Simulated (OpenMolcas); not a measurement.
**Pm³⁺ among point charges: CASSCF levels and susceptibility**

Aim: the splitting of the states of Pm³⁺ in the field of 2 point charges, its lowest levels with spin-orbit coupling and its magnetic susceptibility.

Method: state-averaged CASSCF, spin-orbit coupling by RASSI with atomic mean-field integrals. Code: OpenMolcas 26.06.

### Step 1. The atom as given

| Item | Value |
| --- | --- |
| Species | Pm³⁺ (promethium, Z = 61, 58 electrons) |
| Basis | ANO-RCC-VDZP [7s6p4d2f1g], 68 functions |
| Scalar Hamiltonian | DKH2, point nucleus |
| Inactive shells | 1s 2s 2p 3s 3p 3d 4s 4p 4d 5s 5p |
| Active space | 4 electrons in 7 orbitals (4f) |
| Some configurations of this space | 4f⁴ |
| Orbitals | optimised for the highest spin of each parity, averaged over all roots |

The outer shells:

4f4
```
4f [↑ ][↑ ][↑ ][↑ ][  ][  ][  ]
```

The ion sits among 2 point charges of -2 e arranged as a linear pair (D∞h), 2.7 Å from the ion.

The work runs as a chain of OpenMolcas steps in one folder; each step below is one input file. Labels, J, g values, rates, χT and fits are worked out afterwards by a script from the matrices that RASSI stores. The input lists half of the charges; inversion (Group=XYZ) makes the rest.

### Step 2. GATEWAY and SEWARD: basis and integrals

a.inp

```
&GATEWAY
Coord
1

Pm 0.0 0.0 0.0
Basis=ANO-RCC-VDZP
Group=XYZ
NoMove
AngMom=0.0 0.0 0.0
AMFI
XField
1 Angstrom 0
0.000000 0.000000 2.700000 -2.000000
&SEWARD
```

Run with:

```
OMP_NUM_THREADS=1 MOLCAS_MEM=2252 MOLCAS_PROJECT=a pymolcas a.inp > a.log
```

### Step 3. Reference wave functions, quintets of even parity, 35 roots

a.inp

```
&RASSCF
FileOrb=start.orb
Symmetry=1
Spin=5
nActEl=4 0 0
Inactive=15 12
Ras2=0 7
CIRoot=35 35 1
SDav=35
CIMx=300
Iter=120 100
PrWF=0.3
OrbListing=Nothing
MaxOrb=0
>>> COPY $Project.JobIph JOB001
```

start.orb holds the contracted functions of the basis, ordered by shell, or the orbitals of the step before.

### Step 4. CASSCF: triplets of even parity, 162 roots

a.inp

```
&RASSCF
FileOrb=start.orb
Symmetry=1
Spin=3
nActEl=4 0 0
Inactive=15 12
Ras2=0 7
CIRoot=162 162 1
SDav=210
CIMx=300
Iter=120 100
PrWF=0.3
OrbListing=Nothing
MaxOrb=0
CIOnly
>>> COPY $Project.JobIph JOB002
```

### Step 5. Reference wave functions, singlets of even parity, 162 roots

a.inp

```
&RASSCF
FileOrb=start.orb
Symmetry=1
Spin=1
nActEl=4 0 0
Inactive=15 12
Ras2=0 7
CIRoot=162 162 1
SDav=196
CIMx=300
Iter=120 100
PrWF=0.3
OrbListing=Nothing
MaxOrb=0
CIOnly
>>> COPY $Project.JobIph JOB003
```

### Step 6. State interaction with spin-orbit coupling

a.inp

```
&RASSI
NrOfJobIphs=3 33 106 31
1 2 3 4 5 6 7 8 9 10 11 12 13 14 15 16 17 18 19 20 21 22 23 24 25 26 27
28 29 30 31 32 33
1 2 3 4 5 6 7 8 9 10 11 12 13 14 15 16 17 18 19 20 21 22 23 24 25 26 27
28 29 30 31 32 33 34 35 36 37 38 39 40 41 42 43 44 45 46 47 48 49 50 51
52 53 54 55 56 57 58 59 60 61 62 63 64 65 66 67 68 69 70 71 72 73 74 75
76 77 78 79 80 81 82 83 84 85 86 87 88 89 90 91 92 93 94 95 96 97 98 99
100 101 102 103 104 105 106
1 2 3 4 5 6 7 8 9 10 11 12 13 14 15 16 17 18 19 20 21 22 23 24 25 26 27
28 29 30 31
IphNames
JOB001
JOB002
JOB003
EJob
SpinOrbit
DIPRint=1.0
SOCoupling=1000.0
Subsets=2
Property=9
'ANGMOM' 1 'ANGMOM' 2 'ANGMOM' 3 'MLTPL  1' 1 'MLTPL  1' 2 'MLTPL  1' 3
'AMFI' 1 'AMFI' 2 'AMFI' 3
SOProperty=3
'ANGMOM' 1 'ANGMOM' 2 'ANGMOM' 3
```

**Question.** What will these runs give? Wanted: spin-free ground state; first state of the same spin within the active space; lowest level; next level.

As calculated:

```
                                            quantity                               value
                                              method                              CASSCF
                              spin-free ground state  5Sigma, 1-fold in its orbital part
first state of the same spin within the active space                    5Pi at 26.7 cm⁻¹
                                        lowest level                              1-fold
                                          next level                           43.0 cm⁻¹
                                         χT at 300 K                      0.97 cm³ K/mol
                           effective moment at 300 K                             2.78 μB
```

What this shows: The spin-free ground state (5Sigma) comes to 100 % from free-ion I terms and keeps the highest spin of the shell. The triplets, singlets rest on orbitals optimised for another spin in at least one step, which raises them against the optimised states. Not all states of the active space went into the spin-orbit step. High states of lower spin are left out of the spin-orbit mixing, and CASSCF puts spin-flip levels too high. Point charges carry no covalency, so the field is a model and not that of real ligands.
